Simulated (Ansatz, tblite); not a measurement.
# GeICl3: removing an electron

One table from this session's results is given with a row withheld; the runs are named, their logs left out.

Method: as each input shows; program: Ansatz 0.2.0, Gaussian basis.

The runs, in order: charge +1 doublet, at the geometry of the singlet (PBE0-D4/def2-TZVP, PBE-D4/def2-TZVP, HF/def2-TZVP, CCSD(T)/def2-SVP); charge +1 doublet, relaxed (PBE0-D4/def2-TZVP, PBE-D4/def2-TZVP); the starting singlet's energies come from earlier runs.

3 further runs of the same task are left out: 3 set aside as unsound or not needed.

## The geometry

The geometry is that of the singlet, from an earlier relaxation (PBE0-D4/def2-SVP).

5 atoms, charge 0, spin multiplicity 1.

Atoms are counted from 1 here; the program's logs count them from 0.

Bond lengths: Ge1–I2 2.482 Å, Ge1–Cl3 2.134 Å, Ge1–Cl4 2.134 Å, Ge1–Cl5 2.134 Å. Angles: I2–Ge1–Cl3 110.5°, I2–Ge1–Cl4 110.5°, I2–Ge1–Cl5 110.5°, Cl3–Ge1–Cl4 108.4°, Cl3–Ge1–Cl5 108.4°, Cl4–Ge1–Cl5 108.4°.

Geometry (Å):

```xyz
5

Ge   -0.00029    0.00036   -0.04778
I     0.01242   -0.01894    2.43400
Cl    1.99472    0.01082   -0.80545
Cl   -1.00735    1.73484   -0.77687
Cl   -0.99950   -1.72708   -0.80389
```

I takes a core potential in the def2 sets. No spin-orbit coupling is included.

Set-up of the first run:

in.yaml reads:

```yaml
crystal:
  periodic: [false, false, false]
  atoms:
    - {symbol: Ge, position_ang: [-0.000291, 0.000359, -0.047779]}
    - {symbol: I, position_ang: [0.012420, -0.018941, 2.433998]}
    - {symbol: Cl, position_ang: [1.994718, 0.010824, -0.805447]}
    - {symbol: Cl, position_ang: [-1.007352, 1.734841, -0.776873]}
    - {symbol: Cl, position_ang: [-0.999495, -1.727084, -0.803888]}
basis:
  gaussian: {orbitals: def2-TZVP}
total_charge: 1
magnetization: {spin_polarized: true, initial_magnetization: 1}
hamiltonian: {xc: pbe0, dispersion: d4}
scf: {omitted_lower_state_checks: [starts]}
output: {orbitals: {seedname: orbitals}}
```

Run with:

```bash
ansatz run in.yaml --threads 2 --pin off --events-out ev --progress --plain --max-ram 32768MiB --backend cpu
```

Steps of the session up to this table: Charge +1 doublet at the fixed geometry, PBE0-D4/def2-TZVP; Charge +1 doublet at the fixed geometry, PBE-D4/def2-TZVP; Charge +1 doublet at the fixed geometry, HF/def2-TZVP; Charge +1 doublet at the fixed geometry, CCSD(T)/def2-SVP.

One of the session's tables, all rows but one given; the rest of the session is left out.

It belongs to the step «Vertical ionisation energy». 

| method | vertical ionisation energy (eV) |
| --- | --- |
| HF/def2-SVP | 9.86 |
| HF/def2-TZVP | ? |
| PBE-D4/def2-TZVP | 10.05 |
| PBE0-D4/def2-TZVP | 10.44 |
| MP2/def2-SVP | 10.38 |
| CCSD/def2-SVP | 10.25 |
| CCSD(T)/def2-SVP | 10.22 |

Q: Estimate the row for HF/def2-TZVP from the others.

As computed: vertical ionisation energy (eV): 9.73. In the column «vertical ionisation energy (eV)» it is the lowest.
